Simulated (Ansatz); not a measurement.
# RbYb4Al: the cost of one run

Computed with Ansatz 0.2.0 (DFT PBE, scalar-relativistic, plane waves, PAW, unless a step's input says otherwise).

## Step 1: The system as given

Symmetry: F-43m, No. 216, cubic system. The conventional cell has a = 8.659 Å, b = 8.659 Å, c = 8.659 Å, α = 90.00°, β = 90.00°, γ = 90.00°. Around Rb (site symmetry -43m) lie 12 Yb at 3.59 Å and 4 Al at 3.75 Å. Yb (site symmetry 3m) is surrounded by 6 Yb at 3.06 Å and 3 Al at 3.59 Å and 3 Rb at 3.59 Å. Al (site symmetry -43m) has 12 Yb at 3.59 Å and 4 Rb at 3.75 Å in its first shell of neighbours.

Coordinates:

```cif
data_structure
_symmetry_space_group_name_H-M 'F-43m'
_symmetry_Int_Tables_number 216
_cell_length_a 8.6589
_cell_length_b 8.6589
_cell_length_c 8.6589
_cell_angle_alpha 90.000
_cell_angle_beta 90.000
_cell_angle_gamma 90.000
_cell_volume 649.20
loop_
_atom_site_label
_atom_site_type_symbol
_atom_site_symmetry_multiplicity
_atom_site_Wyckoff_symbol
_atom_site_fract_x
_atom_site_fract_y
_atom_site_fract_z
_atom_site_occupancy
Rb1 Rb 4 a 0.00000 0.00000 0.00000 1
Yb1 Yb 16 e 0.87510 0.37510 0.12490 1
Al1 Al 4 c 0.25000 0.25000 0.25000 1
```

The cell is invented: species swapped into a database cell of LaGdAl4 (F-43m, No. 216), with Rb on the La sites, Al on the Gd sites and Yb on the Al sites. Lengths come from tabulated atomic sizes and are only a guess.

## Step 2: The guess as it stands, on a coarse mesh

input.yaml

```yaml
crystal:
  lattice:
    - [0.0, 4.32942521, 4.32942521]
    - [4.32942521, 0.0, 4.32942521]
    - [4.32942521, 4.32942521, 0.0]
  atoms:
    - { symbol: Rb, position: [0.0, 0.0, 0.0] }
    - { symbol: Yb, position: [0.87469798, 0.37510067, 0.37510067] }
    - { symbol: Yb, position: [0.37510067, 0.37510067, 0.37510067] }
    - { symbol: Yb, position: [0.37510067, 0.87469798, 0.37510067] }
    - { symbol: Yb, position: [0.37510067, 0.37510067, 0.87469798] }
    - { symbol: Al, position: [0.75, 0.75, 0.75] }
basis:
  ecutwfc: 420
kpoints:
  mp_grid: { grid: [4, 4, 4] }
hamiltonian:
  xc: pbe
scf:
  occupations: { method: gaussian, width: 0.1 }
  lower_state_search: "off"
output:
  forces: true
  stress: true
  eigenvalues: true
```

Started as:

```
$ ansatz run input.yaml --threads 1 --pin off --max-ram 2560MiB --backend cpu --events-out ev --progress --plain --runs-dir out
```

What time and memory should one allow on 1 thread of Arm Neoverse N1, shared host?

About 15 s, with a peak of 0.41 GiB.
